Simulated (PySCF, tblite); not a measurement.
**C2H9NO2Si2: geometry, infrared bands and NMR shifts**

Aim: predict the infrared bands and NMR shifts of C2H9NO2Si2 (`C=C[SiH2]O[Si@H](N)O`).

The runs use tblite 0.8.0 and PySCF 2.14.0, with density-fitted response routines of our own; the level of theory stands in each step. All values are computed, except where a source is named. Atoms count from 0, in the outputs and in this text.

**1. Starting geometry**

16 atoms, charge 0, multiplicity 1; geometry from: force field or distance geometry start.

Bonds of the start (Å): C0–C1 1.34, C1–Si2 1.84, Si2–O3 1.65, O3–Si4 1.62, Si4–N5 1.69, Si4–O6 1.63, C0–H7 1.09, C0–H8 1.08, C1–H9 1.09, Si2–H10 1.47, Si2–H11 1.49, Si4–H12 1.47, N5–H13 1.01, N5–H14 1.02, O6–H15 0.97.

**2. Geometry optimisation with GFN2-xTB**

The job: settings as JSON, then the geometry in Å.

```
{"job": {"kind": "relax", "xc": "GFN2-xTB", "basis": "xTB"}, "charge": 0, "multiplicity": 1}
C     -2.485100    -0.964700     1.174100
C     -2.010100     0.234000     1.536000
Si    -0.435400     0.996900     0.964400
O      0.240700     0.172100    -0.297500
Si     1.528100     0.291800    -1.278800
N      1.352500    -0.922400    -2.437800
O      2.930800    -0.109900    -0.541200
H     -3.424900    -1.323400     1.588300
H     -1.976400    -1.606300     0.462700
H     -2.553800     0.834500     2.265800
H      0.506500     1.072500     2.090300
H     -0.741400     2.380000     0.516200
H      1.595600     1.589600    -1.970100
H      0.441600    -0.831200    -2.858600
H      2.021200    -0.742600    -3.180300
H      3.002400    -1.062100    -0.350500
```

Run with:

```sh
> OMP_NUM_THREADS=1 python probes_run.py task.json out
```

One launch serves the whole session: the jobs run in the order shown.

**Question.** This job is followed by: GFN2-xTB harmonic vibrations, gas phase; GIAO PBE0/pcSseg-1 NMR shielding, non-relativistic, gas phase. What will the session give for the following? strongest single infrared mode (GFN2-xTB); zero-point energy (GFN2-xTB); 13C shifts against TMS (PBE0/pcSseg-1); 1H shifts against TMS (PBE0/pcSseg-1, means over atoms taken as alike); 29Si shifts against TMS (PBE0/pcSseg-1); 17O shifts against H2O (PBE0/pcSseg-1); 15N shifts against NH3 (PBE0/pcSseg-1).

The runs gave:

```
                                                              quantity                                               value
                             strongest single infrared mode (GFN2-xTB)                               1110 cm⁻¹, 711 km/mol
                                          zero-point energy (GFN2-xTB)                                       69.1 kcal/mol
                                13C shifts against TMS (PBE0/pcSseg-1)                                    143.7, 143.5 ppm
1H shifts against TMS (PBE0/pcSseg-1, means over atoms taken as alike)  7.14, 6.64, 6.23, 5.39, 5.34, 4.66, 2.14, 0.71 ppm
                               29Si shifts against TMS (PBE0/pcSseg-1)                                    -36.8, -53.6 ppm
                                17O shifts against H2O (PBE0/pcSseg-1)                                      61.1, 58.2 ppm
                                15N shifts against NH3 (PBE0/pcSseg-1)                                            37.0 ppm
```

In words: The optimisation took 190 steps and gained 0.440 eV; among the close pairs (by a distance rule), C1–Si2 changed most, from 1.841 to 1.886 Å. The lowest mode is slightly imaginary (12i cm⁻¹), a soft motion within the noise of the Hessian, so the minimum is not strictly shown. The strongest single mode, at 1110 cm⁻¹, moves mainly O3. GFN2-xTB is a fitted tight-binding method: band positions and strengths are rough. Its intensities can rank the bands wrongly. C1 (alkene CH) lies farthest downfield among carbon, at 143.7 ppm; the olefinic region. At PBE0/pcSseg-1: Shielding is most anisotropic at C0 (span 255 ppm, paramagnetic term -215 ppm).
